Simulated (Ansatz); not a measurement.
**CH6O2Sn: up Jacob's ladder to CCSD(T)**

How much do the methods differ for CH6O2Sn? The plan is to run it at one geometry with functionals of several rungs and with coupled cluster, and see how far each lands from CCSD(T) at the basis-set limit for the atomisation energy.

Method: functionals in def2-TZVPP, the program's frozen cores in correlated methods; program: Ansatz 0.2.0, Gaussian basis.

Plan: PBE-D4, r2SCAN-D4, PBE0-D4, B3LYP-D4, ωB97X-V, ωB97M-V, B2PLYP; CCSD(T)/def2-TZVPP; MP2/def2-QZVPP; extrapolation to the limit.

## 1. The relaxed structure

An earlier PBE0-D4 in a triple-zeta def2 set relaxation fixed the geometry. Sn takes the def2 core potential; no spin-orbit term is included.

SMILES `C[O][SnH2][OH]`, 10 atoms, charge 0, spin multiplicity 1.

Atoms are counted from 1 here; the program's logs count them from 0.

Bond lengths: C1–O2 1.404 Å, C1–H5 1.094 Å, C1–H6 1.099 Å, C1–H7 1.099 Å, O2–Sn3 1.962 Å, Sn3–O4 1.952 Å, Sn3–H8 1.707 Å, Sn3–H9 1.707 Å, O4–H10 0.961 Å. Angles: O2–C1–H5 108.3°, O2–C1–H6 112.6°, O2–C1–H7 112.6°, H5–C1–H6 107.6°, H5–C1–H7 107.6°, H6–C1–H7 108.0°, C1–O2–Sn3 121.3°, O2–Sn3–O4 101.0°, O2–Sn3–H8 110.0°, O2–Sn3–H9 109.9°, O4–Sn3–H8 109.7°, O4–Sn3–H9 109.7°, H8–Sn3–H9 115.6°, Sn3–O4–H10 110.9°.

## 2. PBE-D4 (GGA)

in.yaml reads:

```yaml
crystal:
  periodic: [false, false, false]
  atoms:
    - {symbol: C, position_ang: [-1.317582, -0.364808, 1.051331]}
    - {symbol: O, position_ang: [-0.760544, 0.140148, -0.134317]}
    - {symbol: Sn, position_ang: [1.175611, 0.095994, -0.451349]}
    - {symbol: O, position_ang: [1.282885, 0.923028, -2.216542]}
    - {symbol: H, position_ang: [-2.402935, -0.236754, 1.003400]}
    - {symbol: H, position_ang: [-0.960192, 0.165970, 1.945109]}
    - {symbol: H, position_ang: [-1.115997, -1.436507, 1.189716]}
    - {symbol: H, position_ang: [1.976615, 1.077595, 0.691950]}
    - {symbol: H, position_ang: [1.713817, -1.521172, -0.539426]}
    - {symbol: H, position_ang: [0.408333, 1.156507, -2.539873]}
basis:
  gaussian: {orbitals: def2-TZVPP}
hamiltonian: {xc: pbe, dispersion: d4}
output: {forces: true, orbitals: {seedname: orbitals}}
```

Run with:

```
> ansatz run in.yaml --threads 2 --pin off --events-out ev --progress --plain --max-ram 22528MiB --backend cpu
```

The runs that follow: r2SCAN-D4 (meta-GGA); PBE0-D4 (hybrid); B3LYP-D4 (hybrid); ωB97X-V (range-separated); ωB97M-V (range-separated); B2PLYP (double hybrid); CCSD(T) in def2-TZVPP; MP2 in def2-QZVPP.

Q: Predict the results of all the runs planned. Wanted: atomisation energy, CCSD(T)/CBS; farthest; mean size of error, hybrid; mean size of error, range-separated; gap, smallest and largest; T1 diagnostic; triples share of the correlation energy.

The runs gave:

```
                               quantity                                 value
        atomisation energy, CCSD(T)/CBS                             34.399 eV
    functionals within 0.344 eV (1.0 %)              PBE-D4, ωB97X-V, ωB97M-V
                               farthest                    B2PLYP (-0.796 eV)
             mean size of error, hybrid                              0.609 eV
    mean size of error, range-separated                              0.248 eV
              gap, smallest and largest  4.87 eV (PBE-D4), 11.65 eV (ωB97X-V)
                          T1 diagnostic                                0.0135
triples share of the correlation energy                                 3.3 %
```

In words: PBE-D4 misses by +0.102 eV. Double hybrids carry the basis error of their MP2 part in triple zeta, and no dispersion term here, so their miss is partly the set-up's. The reference freezes the cores and leaves out spin-orbit coupling and excitations past (T), and its outer-core shells are covered unevenly, so misses under about 0.344 eV can't be ranked. All levels share the lack of spin-orbit coupling, which lowers the free heavy atoms and so the true binding. Hartree-Fock recovers 68 % of the binding; the rest is correlation. Orbital gaps span 4.9 to 11.6 eV; exact exchange widens them. Correlated methods include outer-core shells of Sn, which these sets cover unevenly.
